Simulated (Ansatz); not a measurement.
**C2H5FGeSi: one species, many methods**

Aim: compute C2H5FGeSi with functionals from several rungs and with coupled cluster, and see how far each lands from CCSD(T) at the basis-set limit for the atomisation energy.

Method: functionals in def2-TZVPP, the program's frozen cores in correlated methods; program: Ansatz 0.2.0, Gaussian basis.

Plan: PBE-D4, r2SCAN-D4, PBE0-D4, B3LYP-D4, ωB97X-V, ωB97M-V, B2PLYP; CCSD(T)/def2-TZVPP; MP2/def2-QZVPP; extrapolation to the limit.

**1. The relaxed structure**

The geometry comes from an earlier relaxation with PBE0-D4/def2-TZVP; it is a stationary point, not always the lowest conformer.

SMILES `FC#[C][GeH2][SiH3]`, 10 atoms, charge 0, spin multiplicity 1.

Atoms are counted from 1 here; the program's logs count them from 0.

Bond lengths: F1–C2 1.270 Å, C2–C3 1.202 Å, C3–Ge4 1.897 Å, Ge4–Si5 2.381 Å, Ge4–H6 1.537 Å, Ge4–H7 1.537 Å, Si5–H8 1.487 Å, Si5–H9 1.486 Å, Si5–H10 1.486 Å. Angles: F1–C2–C3 179.5°, C2–C3–Ge4 177.5°, C3–Ge4–Si5 108.4°, C3–Ge4–H6 107.9°, C3–Ge4–H7 107.9°, Si5–Ge4–H6 111.8°, Si5–Ge4–H7 111.8°, H6–Ge4–H7 108.8°, Ge4–Si5–H8 109.8°, Ge4–Si5–H9 109.6°, Ge4–Si5–H10 109.6°, H8–Si5–H9 109.2°, H8–Si5–H10 109.2°, H9–Si5–H10 109.4°.

**2. PBE-D4 (GGA)**

File in.yaml:

```yaml
crystal:
  periodic: [false, false, false]
  atoms:
    - {symbol: F, position_ang: [1.319406, -3.701178, 0.534815]}
    - {symbol: C, position_ang: [0.764544, -2.638142, 0.117065]}
    - {symbol: C, position_ang: [0.235251, -1.636506, -0.286052]}
    - {symbol: Ge, position_ang: [-0.567520, -0.015978, -0.859443]}
    - {symbol: Si, position_ang: [0.026211, 1.701063, 0.679487]}
    - {symbol: H, position_ang: [-2.088290, -0.233783, -0.912865]}
    - {symbol: H, position_ang: [-0.059341, 0.288227, -2.277982]}
    - {symbol: H, position_ang: [-0.583805, 2.989868, 0.257831]}
    - {symbol: H, position_ang: [-0.467408, 1.346966, 2.035179]}
    - {symbol: H, position_ang: [1.504053, 1.848165, 0.715164]}
basis:
  gaussian: {orbitals: def2-TZVPP}
hamiltonian: {xc: pbe, dispersion: d4}
output: {forces: true, orbitals: {seedname: orbitals}}
```

Launch:

```bash
$ ansatz run in.yaml --threads 4 --pin off --events-out ev --progress --plain --max-ram 10444MiB
```

After this run come: r2SCAN-D4 (meta-GGA); PBE0-D4 (hybrid); B3LYP-D4 (hybrid); ωB97X-V (range-separated); ωB97M-V (range-separated); B2PLYP (double hybrid); CCSD(T) in def2-TZVPP; MP2 in def2-QZVPP.

**Question.** What will the summary of the whole plan be? Wanted: atomisation energy, CCSD(T)/CBS; farthest; mean size of error, hybrid; mean size of error, range-separated; gap, smallest and largest; T1 diagnostic; triples share of the correlation energy.

As calculated:

```
                               quantity                                           value
        atomisation energy, CCSD(T)/CBS                                   3351.6 kJ/mol
 functionals within 33.5 kJ/mol (1.0 %)  r2SCAN-D4, PBE0-D4, B3LYP-D4, ωB97X-V, ωB97M-V
                               farthest                           PBE-D4 (+58.5 kJ/mol)
             mean size of error, hybrid                                     13.6 kJ/mol
    mean size of error, range-separated                                     12.0 kJ/mol
              gap, smallest and largest            5.82 eV (PBE-D4), 12.13 eV (ωB97X-V)
                          T1 diagnostic                                          0.0128
triples share of the correlation energy                                           3.9 %
```

What this shows: PBE-D4 misses by +58.5 kJ/mol, or 6.5 kJ/mol for each of 9 bonds. Double hybrids carry the basis error of their MP2 part in triple zeta, and no dispersion term here, so their miss is partly the set-up's. The reference freezes the cores and leaves out relativity and excitations past (T), and its outer-core shells are covered unevenly, so misses under about 33.5 kJ/mol can't be ranked. Hartree-Fock recovers 71 % of the binding; the rest is correlation. The gap grows from 5.8 to 12.1 eV across the functionals, mostly with the share of exact exchange. Correlated methods include outer-core shells of Ge, which these sets cover unevenly.
